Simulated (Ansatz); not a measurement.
# Ta4NiO11 (Cmmm) in Ansatz: relaxation of cell and atoms with BLYP

Aim: the relaxation of cell and atoms of Ta4NiO11 with BLYP.

Everything below comes from runs of Ansatz 0.2.0. Logs are shortened: lines on timing, memory, paths and dates and some standing lists are left out, and cuts for length are marked.

## (1) Starting point

Symmetry: Cmmm, No. 65, orthorhombic system. The conventional cell has a = 3.910 Å, b = 29.659 Å, c = 3.886 Å, α = 90.00°, β = 90.00°, γ = 90.00°. Ta (site symmetry m2m) has 5 O at 1.91 to 2.02 Å as nearest neighbours. Around Ta (site symmetry m2m) lie 5 O at 1.91 to 1.99 Å. Ni (site symmetry mmm) is surrounded by 4 O at 1.88 to 1.95 Å. Around O (site symmetry m2m) lie 2 Ta at 1.91 Å. O (site symmetry m2m) has 3 Ta at 2.02 to 2.21 Å as nearest neighbours. O (site symmetry m2m) has 1 Ni at 1.88 Å and 2 Ta at 1.99 Å as nearest neighbours. O (site symmetry mmm) has 2 Ni at 1.95 Å and 2 Ta at 2.24 Å as nearest neighbours. O (site symmetry m2m) has 2 Ta at 1.95 Å as nearest neighbours.

The cell was built by a generator and needn't be a form met in nature.

## (2) Relaxation of cell and atoms, BLYP, collinear spin, ferromagnetic start

File input.yaml:

```yaml
crystal:
  lattice:
    - [1.95495, -14.82973, 0.0]
    - [1.95495, 14.82973, 0.0]
    - [0.0, 0.0, 3.8859]
  atoms:
    - { symbol: Ta, position: [0.20437, 0.79563, 0.0] }
    - { symbol: Ta, position: [0.92451, 0.07549, 0.0] }
    - { symbol: Ta, position: [0.07549, 0.92451, 0.0] }
    - { symbol: Ta, position: [0.79563, 0.20437, 0.0] }
    - { symbol: Ni, position: [0.5, 0.5, 0.0], spin: 1.0 }
    - { symbol: O, position: [0.13987, 0.86013, 0.0] }
    - { symbol: O, position: [0.72107, 0.27893, 0.0] }
    - { symbol: O, position: [0.43645, 0.56355, 0.0] }
    - { symbol: O, position: [0.56355, 0.43645, 0.0] }
    - { symbol: O, position: [0.0, 0.0, 0.0] }
    - { symbol: O, position: [0.86013, 0.13987, 0.0] }
    - { symbol: O, position: [0.27893, 0.72107, 0.0] }
    - { symbol: O, position: [0.9279, 0.0721, 0.5] }
    - { symbol: O, position: [0.0721, 0.9279, 0.5] }
    - { symbol: O, position: [0.79436, 0.20564, 0.5] }
    - { symbol: O, position: [0.20564, 0.79436, 0.5] }
hamiltonian:
  xc: blyp
  pseudopotentials: { kind: paw }
magnetization:
  spin_polarized: true
kpoints:
  mp_grid: { grid: [5, 5, 5] }
scf:
  occupations: { method: fermi_dirac, width: 0.05 }
output:
  forces: true
  stress: true
  eigenvalues: true
relax:
  f_tol: 0.01
  max_steps: 40
  cell: { stress_tol: 0.05 }
```

Potentials or basis: Ansatz PAW.

On the command line:

```console
$ ansatz run input.yaml --threads 8 --pin off --max-ram 20480MiB --backend cpu --events-out ev --progress --plain --runs-dir out
```

What it wrote:

```text
Warning: RAYON_NUM_THREADS=8 ignored (pool sized by the plan → 8); use --threads N
basis.fft_grid_basis auto: the FFT boxes are laid along the combinations [[1, 1, 0], [0, 1, 0], [0, 0, 1]] of the cell's own vectors, 3.910, 14.958 and 3.886 Å long. The dense box has 27×100×27 points. Along the cell's own vectors, as sized, it would have 100×100×27, 3.70 times as many. Of the 8 symmetry operations that the crystal satisfies within crystal.symmetry.tolerance (time reversal apart; of a slab, those that keep its plane) the dense box along the cell's own vectors carries 8, and the one as laid loses 4 of those. basis.fft_grid_basis: typed keeps the cell's own vectors: state it where this run's energies or levels are differenced outside the engine with another run's, or held beside a run that keeps those vectors.
Engine: ansatz 0.2.0, aarch64-unknown-linux-gnu
Pseudopotentials: kind: paw
Pseudopotential: Ta, paw, valence charge 13, recommended cutoff 420 eV (normal), Ta.paw.azcp
Pseudopotential: Ni, paw, valence charge 18, recommended cutoff 420 eV (normal), Ni.paw.azcp
Pseudopotential: O, paw, valence charge 6, recommended cutoff 420 eV (normal), O.paw.azcp
Functional definition: BLYP
  parameter beta = 0.0042
  parameter a = 0.04918
  parameter b = 0.132
  parameter c = 0.2533
  parameter d = 0.349
  exchange = b88_x(beta = beta)
  correlation = lyp_c(a = a, b = b, c = c, d = d)
Crystal: 16 atoms, lattice volume = 225.315 Å³
Basis set: ecut = 420 eV, 4447 PW (Γ), FFT grids on a1+a2, a2, a3, exchange–correlation on 54×200×54 points (8 copies of the dense FFT grid, shifted against one another)
Bands: 85, of which v1, the nominal top of the filled ones, is band 68 counted from 1 (67 counted from 0)
Symmetry: 8 space group operations
[... 201 lines left out ...]
  k-point 1 ↑: bands = ["-95.1905", "-61.3710", "-61.3650", "-61.2716", "-61.2716", "-56.0849", "-56.0512", "-54.9216", "-28.0115", "-27.8999", "-27.8745", "-27.8547", "-27.8290", "-27.8239", "-27.7907", "-27.7907", "-27.7316", "-27.7174", "-27.6251", "-27.6248", "-11.4758", "-11.2386", "-11.2029", "-10.6224", "-10.4821", "-10.3264", "-10.0656", "-9.7327", "-9.6536", "-9.6250", "-9.6229", "1.3238", "1.3369", "2.0098", "2.0564", "2.3537", "2.7507", "2.7606", "2.8270", "3.0846", "3.1707", "3.3643", "3.4975", "3.5175", "3.8198", "3.8788", "4.1326", "4.2302", "4.3361", "4.4803", "4.5230", "4.6230", "4.6310", "4.8363", "5.0531", "5.1861", "5.2296", "5.2560", "5.2657", "5.4238", "5.4856", "5.7412", "6.0182", "6.1093", "6.3831", "6.4801", "6.9486", "7.3555", "7.4800", "9.9898", "10.1759", "10.2120", "10.2963", "10.3287", "10.3366", "10.4016", "10.5135", "11.4630", "11.5620", "11.8330", "11.9722", "12.1174", "12.7923", "13.0171", "13.4931"]
  k-point 2 ↑: bands = ["-95.1905", "-61.3707", "-61.3648", "-61.2713", "-61.2713", "-56.0849", "-56.0511", "-54.9217", "-28.0089", "-27.8975", "-27.8722", "-27.8523", "-27.8267", "-27.8217", "-27.7884", "-27.7884", "-27.7870", "-27.7719", "-27.6801", "-27.6798", "-11.4347", "-11.1811", "-11.1675", "-10.6035", "-10.4655", "-10.2882", "-10.0505", "-9.0056", "-8.8957", "-8.8871", "-8.8803", "1.3406", "1.3536", "1.4959", "1.6156", "1.6389", "1.6399", "2.0638", "2.0946", "2.3548", "2.4104", "2.7793", "2.8054", "2.9285", "2.9941", "3.1858", "3.9016", "3.9105", "4.1557", "4.1574", "4.2514", "4.3677", "4.3745", "4.4571", "4.5056", "4.5838", "4.6777", "4.7132", "4.8305", "4.9859", "5.1967", "5.6688", "6.2964", "6.3583", "6.4624", "6.4664", "7.0861", "7.3160", "7.5634", "10.2987", "10.3556", "11.6325", "11.7427", "11.7928", "11.7944", "11.8139", "11.8540", "11.8676", "12.0032", "12.6069", "12.6500", "12.9632", "13.0391", "13.3234", "13.7310"]
  k-point 26 ↓: bands = ["-94.7874", "-61.3707", "-61.3647", "-61.2718", "-61.2718", "-55.7468", "-55.6511", "-54.4853", "-28.0086", "-27.9005", "-27.8721", "-27.8455", "-27.8315", "-27.8216", "-27.7890", "-27.7889", "-27.7871", "-27.7719", "-27.6809", "-27.6807", "-11.4175", "-11.2120", "-11.1427", "-10.6087", "-10.4505", "-10.2152", "-10.0445", "-9.0056", "-8.8961", "-8.8825", "-8.8791", "1.1026", "1.4954", "1.5858", "1.6221", "1.6405", "1.8635", "2.0586", "2.1924", "2.3207", "2.4330", "2.4842", "2.6654", "2.8078", "3.2446", "3.4872", "3.7320", "3.9351", "4.1494", "4.1521", "4.2581", "4.3531", "4.4015", "4.4276", "4.4880", "4.6378", "4.7197", "4.7509", "4.7938", "5.1409", "5.2000", "5.6457", "6.3158", "6.5084", "6.6299", "7.0283", "7.1426", "7.4686", "8.0465", "10.2524", "10.4062", "11.6382", "11.7160", "11.7872", "11.8003", "11.8342", "11.8545", "11.9223", "11.9611", "12.5456", "12.6085", "12.8395", "13.2232", "13.5527", "13.8293"]
--- Relaxed structure (5 steps of the walk, 5 accepted, 2 SCFs on fresh bases) ---
  F+E_penalty+E_count = -51951.89069225 eV   max|allowed force component| = 3.080e-3 eV/Å   (the final SCF, on the basis selected at the relaxed cell)
  cell:  # Å, volume = 230.2722 Å³
    - [1.96619655386687, -14.974349157115704, 0.0]
    - [1.96619655386687, 14.974349157115704, 0.0]
    - [0.0, 0.0, 3.91053959163157]
  atoms:
    - { symbol: Ta, position: [0.20410379700172926, 0.7958962029982708, 0.0] }
    - { symbol: Ta, position: [0.9242793326909828, 0.07572066730901739, 0.0] }
    - { symbol: Ta, position: [0.07572066730901739, 0.9242793326909828, 0.0] }
    - { symbol: Ta, position: [0.7958962029982708, 0.20410379700172926, 0.0] }
    - { symbol: Ni, position: [0.5000000000000001, 0.5000000000000001, 0.0] }
    - { symbol: O, position: [0.1398635942485736, 0.8601364057514265, 0.0] }
    - { symbol: O, position: [0.7210774187450302, 0.27892258125497005, 0.0] }
    - { symbol: O, position: [0.4368229935513478, 0.5631770064486524, 0.0] }
    - { symbol: O, position: [0.5631770064486524, 0.4368229935513478, 0.0] }
    - { symbol: O, position: [-3.271024460202688e-36, -3.271024460202688e-36, 0.0] }
    - { symbol: O, position: [0.8601364057514265, 0.1398635942485736, 0.0] }
    - { symbol: O, position: [0.27892258125497005, 0.7210774187450302, 0.0] }
    - { symbol: O, position: [0.9272060510001461, 0.07279394899985392, 0.5] }
    - { symbol: O, position: [0.07279394899985392, 0.9272060510001461, 0.5] }
    - { symbol: O, position: [0.7947454334392172, 0.20525456656078306, 0.5] }
    - { symbol: O, position: [0.20525456656078306, 0.7947454334392172, 0.5] }
```

Wall time 2.1 min (8 threads of Arm Neoverse V2, shared host); peak memory 1.6 GiB.

What came out:

| Property | Result |
| --- | --- |
| Free energy | -51951.8907 eV |
| Relaxed volume | 14.39 Å³/atom |
| Relaxed cell | a = 15.103 Å, b = 15.103 Å, c = 3.911 Å, α = 90.00°, β = 90.00°, γ = 165.04° |
| Space group after relaxing (to 0.05 Å) | Cmmm (No. 65) |
| Energy gained by relaxing | 4.3 meV/atom |
| Ionic steps | 7 |
| Pressure after relaxing | 0.0 GPa |
| Largest force after relaxing | 0.003 eV/Å |
| Band gap on the k mesh | none (metal or under the smearing width) |
| Net moment | 0.40 μB per cell |
| Absolute moment | 0.46 μB per cell |
| Site moments | Ta +0.00, -0.00; Ni +0.31; O -0.00, +0.00, +0.06 μB |

Forces in eV/Å, atoms in the order of the input:
```
Ta   0.000  0.002  0.000
Ta   0.000 -0.003  0.000
Ta   0.000  0.003  0.000
Ta   0.000 -0.002  0.000
Ni   0.000  0.000  0.000
O    0.000 -0.002  0.000
O    0.000  0.000  0.000
O    0.000  0.001  0.000
O    0.000 -0.001  0.000
O    0.000  0.000  0.000
O    0.000  0.002  0.000
O    0.000  0.000  0.000
O    0.000  0.001  0.000
O    0.000 -0.001  0.000
O    0.000  0.001  0.000
O    0.000 -0.001  0.000
```

The path:
```csv
step,energy change (eV),largest force (eV/Å),volume (Å³)
1,0.0000,0.1145,225.32
2,-0.0401,0.0442,230.58
3,-0.0440,0.0137,230.07
4,-0.0442,0.0070,230.05
5,-0.0681,0.0066,230.05
6,-0.0673,0.0030,230.27
7,-0.0686,0.0031,230.27
```

Final structure:
```
Ta Ni O
1.0
     1.96620  -14.97435    0.00000
     1.96620   14.97435    0.00000
     0.00000    0.00000    3.91054
Ta Ni O
4 1 11
Cartesian
  1.9662 8.8617 0.0000
  1.9662 -12.7066 0.0000
  1.9662 12.7066 0.0000
  1.9662 -8.8617 0.0000
  1.9662 0.0000 0.0000
  1.9662 10.7856 0.0000
  1.9662 -6.6210 0.0000
  1.9662 1.8921 0.0000
  1.9662 -1.8921 0.0000
  0.0000 0.0000 0.0000
  1.9662 -10.7856 0.0000
  1.9662 6.6210 0.0000
  1.9662 -12.7943 1.9553
  1.9662 12.7943 1.9553
  1.9662 -8.8272 1.9553
  1.9662 8.8272 1.9553
```

Levels at points of the mesh, in eV from the Fermi level:
Spin up:
```tsv
k point	band 65	band 66	band 67	band 68	band 69	band 70	band 71	band 72
(0.00, 0.00, 0.00)	-1.60	-1.42	-1.10	-0.57	-0.50	0.93	1.17	1.19
```
Spin down:
| k point | band 65 | band 66 | band 67 | band 68 | band 69 | band 70 | band 71 | band 72 |
| --- | --- | --- | --- | --- | --- | --- | --- | --- |
| (0.00, 0.00, 0.00) | -1.28 | -1.02 | -0.93 | -0.43 | -0.10 | 0.93 | 1.16 | 1.20 |

Caveat: the plane-wave basis is chosen anew once the cell has moved, so the energies of steps on either side of that aren't comparable; the pressure holds a Pulay correction of +0.7 GPa for the finite cutoff; a cell with one magnetic atom can't hold antiferromagnetic order, which such compounds often take; semilocal functionals often make such compounds metallic where correlation or magnetic order opens a gap, which also shifts bond lengths; the PAW data sets come from PBE, with cores solved anew for the run's functional, which leaves a small shift of forces and pressure.
